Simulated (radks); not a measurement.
# Nuclear size and the levels of Ti³⁺

Aim: how the total energy, the levels and the density at the nucleus of Ti³⁺ respond when the nuclear radius is scaled.

Method: Dirac Kohn-Sham, BLYP, spin-unpolarised, spherical densities, finite nucleus; open shells are shared between the two j in proportion to 2j + 1. Code: radks (a radial shooting solver on a logarithmic mesh, Libxc functionals) version 1.

### Step 1. The atom as given

```
element            : titanium (Z = 22)
charge             : +3
electrons          : 19
configuration      : [Ar] 3d1
nuclear rms radius : 3.5921 fm
```

Outer shells as boxes (Hund's rule):

Ti³⁺
```
[Ar] core
3d [↑ ][  ][  ][  ][  ]
```

In the logs a row gives level, spin channel, occupation and eigenvalue; Etot, Ekin, Encl (electron-nucleus), Eh (Hartree) and Exc are energies, all in hartree; err is the last residual, it the number of iterations.

### Step 2. rms radius 3.5921 fm

Input:

```text
Z 22
configuration [Ar] 3d1 4s0 4p0
relativity Dirac
functional b88,lyp
spin unpolarised
j_filling average
nucleus finite rms 3.5921 fm
c 137.035999084
```

Log:

```text
1s1/2   1   2.0000        -180.20363131
2s1/2   1   2.0000         -20.97855844
2p1/2   1   2.0000         -17.72065316
2p3/2   1   4.0000         -17.50831330
3s1/2   1   2.0000          -3.48434597
3p1/2   1   2.0000          -2.61776975
3p3/2   1   4.0000          -2.59218264
3d3/2   1   0.4000          -1.27567207
3d5/2   1   0.6000          -1.27334939
4s1/2   1   0.0000          -0.98737685
4p1/2   1   0.0000          -0.78687246
4p3/2   1   0.0000          -0.78305059
Etot -852.0777363828895
Ekin 860.4852459174415
Encl -2003.6192961271304
Eh 332.42982335184877
Exc -41.37350952504943
err 4.1383267010010146e-09
it 16
```

3d5/2 is the highest filled level (-34.650 eV).

Radial moments (bohr):

```
level  occupation  energy (eV)     <r>  outermost maximum (interpolated)  90 % within  nodes
3s1/2           2      -94.814  0.9925                             0.864         1.48      2
3p1/2           2      -71.233   1.052                             0.888         1.61      1
3p3/2           4      -70.537   1.060                             0.894         1.62      1
3d3/2         0.4      -34.713   1.269                             0.920         2.11      0
3d5/2         0.6      -34.650   1.271                             0.922         2.11      0
4s1/2           0      -26.868   2.620                              2.40         3.77      3
4p1/2           0      -21.412   2.945                              2.69         4.26      2
4p3/2           0      -21.308   2.958                              2.70         4.28      2
```

The radial density on a logarithmic grid:

```
r (bohr)  4πr²ρ (e/bohr)
 0.00229          0.4633
 0.00342          0.9711
 0.00506           1.959
 0.00754           3.867
  0.0112           7.150
  0.0167           12.38
  0.0246           18.94
  0.0368           24.77
  0.0544           25.87
  0.0812           21.72
   0.120           19.90
   0.179           25.80
   0.265           26.62
   0.396           14.14
   0.586           7.855
   0.874           10.06
    1.29           5.876
    1.93           1.141
    2.85         0.08313
```

### Step 3. rms radius 2.9922 fm

Changes since step 2:

```diff
@@ -6,3 +6,3 @@
 j_filling average
-nucleus finite rms 3.5921 fm
+nucleus finite rms 2.9922 fm
 c 137.035999084
```

Log:

```text
1s1/2   1   2.0000        -180.20386391
2s1/2   1   2.0000         -20.97857786
2p1/2   1   2.0000         -17.72065061
2p3/2   1   4.0000         -17.50831072
3s1/2   1   2.0000          -3.48434866
3p1/2   1   2.0000          -2.61776940
3p3/2   1   4.0000          -2.59218228
3d3/2   1   0.4000          -1.27567189
3d5/2   1   0.6000          -1.27334921
4s1/2   1   0.0000          -0.98737728
4p1/2   1   0.0000          -0.78687242
4p3/2   1   0.0000          -0.78305055
Etot -852.0782864800019
Ekin 860.4870715515667
Encl -2003.621715609761
Eh 332.42988616367666
Exc -41.373528585484344
err 2.734855119291561e-09
it 16
```

Energy against step 2 (rms radius 3.5921 fm): -0.015 eV. Highest occupied level: 3d5/2 at -34.650 eV.

### Step 4. rms radius 3.4125 fm

Changes since step 3:

```diff
@@ -6,3 +6,3 @@
 j_filling average
-nucleus finite rms 2.9922 fm
+nucleus finite rms 3.4125 fm
 c 137.035999084
```

Log:

```text
1s1/2   1   2.0000        -180.20370525
2s1/2   1   2.0000         -20.97856461
2p1/2   1   2.0000         -17.72065235
2p3/2   1   4.0000         -17.50831248
3s1/2   1   2.0000          -3.48434682
3p1/2   1   2.0000          -2.61776964
3p3/2   1   4.0000          -2.59218253
3d3/2   1   0.4000          -1.27567202
3d5/2   1   0.6000          -1.27334934
4s1/2   1   0.0000          -0.98737699
4p1/2   1   0.0000          -0.78687245
4p3/2   1   0.0000          -0.78305058
Etot -852.07791125541
Ekin 860.4858256729207
Encl -2003.620064665622
Eh 332.42984331960764
Exc -41.373515582316344
err 3.835347676019525e-09
it 16
```

E − E(step 2, rms radius 3.5921 fm) = -0.005 eV. Highest occupied level: 3d5/2 at -34.650 eV.

### Step 5. rms radius 3.7861 fm

Changes since step 4:

```diff
@@ -6,3 +6,3 @@
 j_filling average
-nucleus finite rms 3.4125 fm
+nucleus finite rms 3.7861 fm
 c 137.035999084
```

Log:

```text
1s1/2   1   2.0000        -180.20354731
2s1/2   1   2.0000         -20.97855143
2p1/2   1   2.0000         -17.72065408
2p3/2   1   4.0000         -17.50831423
3s1/2   1   2.0000          -3.48434500
3p1/2   1   2.0000          -2.61776988
3p3/2   1   4.0000          -2.59218277
3d3/2   1   0.4000          -1.27567214
3d5/2   1   0.6000          -1.27334946
4s1/2   1   0.0000          -0.98737670
4p1/2   1   0.0000          -0.78687248
4p3/2   1   0.0000          -0.78305061
Etot -852.0775377296648
Ekin 860.4845879089045
Encl -2003.6184236610443
Eh 332.4298006684314
Exc -41.37350264595626
err 2.0362249794617896e-09
it 16
```

E − E(step 2, rms radius 3.5921 fm) = +0.005 eV. 3d5/2 is the highest filled level (-34.650 eV).

### Step 6. rms radius 4.2997 fm

Changes since step 5:

```diff
@@ -6,3 +6,3 @@
 j_filling average
-nucleus finite rms 3.7861 fm
+nucleus finite rms 4.2997 fm
 c 137.035999084
```

Log:

```text
1s1/2   1   2.0000        -180.20330429
2s1/2   1   2.0000         -20.97853114
2p1/2   1   2.0000         -17.72065674
2p3/2   1   4.0000         -17.50831693
3s1/2   1   2.0000          -3.48434218
3p1/2   1   2.0000          -2.61777025
3p3/2   1   4.0000          -2.59218314
3d3/2   1   0.4000          -1.27567233
3d5/2   1   0.6000          -1.27334965
4s1/2   1   0.0000          -0.98737625
4p1/2   1   0.0000          -0.78687252
4p3/2   1   0.0000          -0.78305065
Etot -852.0769629904312
Ekin 860.4826871912088
Encl -2003.6159024692777
Eh 332.4297350409783
Exc -41.373482753340824
err 5.124377636515603e-10
it 17
```

Energy against step 2 (rms radius 3.5921 fm): +0.021 eV. The top filled level is 3d5/2, -34.650 eV.

### Step 7. What came out

```
rms radius (fm)  total energy shift (eV)  density at nucleus (e/bohr³)  1s1/2 shift (meV)  2s1/2 shift (meV)  2p1/2 shift (meV)  3s1/2 shift (meV)
         2.9922                  -0.0150                          8546              -6.33             -0.529             0.0693            -0.0733
         3.4125                 -0.00476                          8511              -2.01             -0.168             0.0220            -0.0233
         3.5921                        0                          8497                  0                  0                  0                  0
         3.7861                  0.00541                          8484               2.29              0.191            -0.0251             0.0265
         4.2997                   0.0210                          8450               8.90              0.743            -0.0975              0.103
```

**Reading.** Shifts are against the first run. Over the range the 1s1/2 level moves by 0.0152 eV and the 3s1/2 level by 0.176 meV. A larger nucleus binds the 1s electrons less and lowers the density at its centre. These are shifts of eigenvalues, not the field shifts of spectral lines.
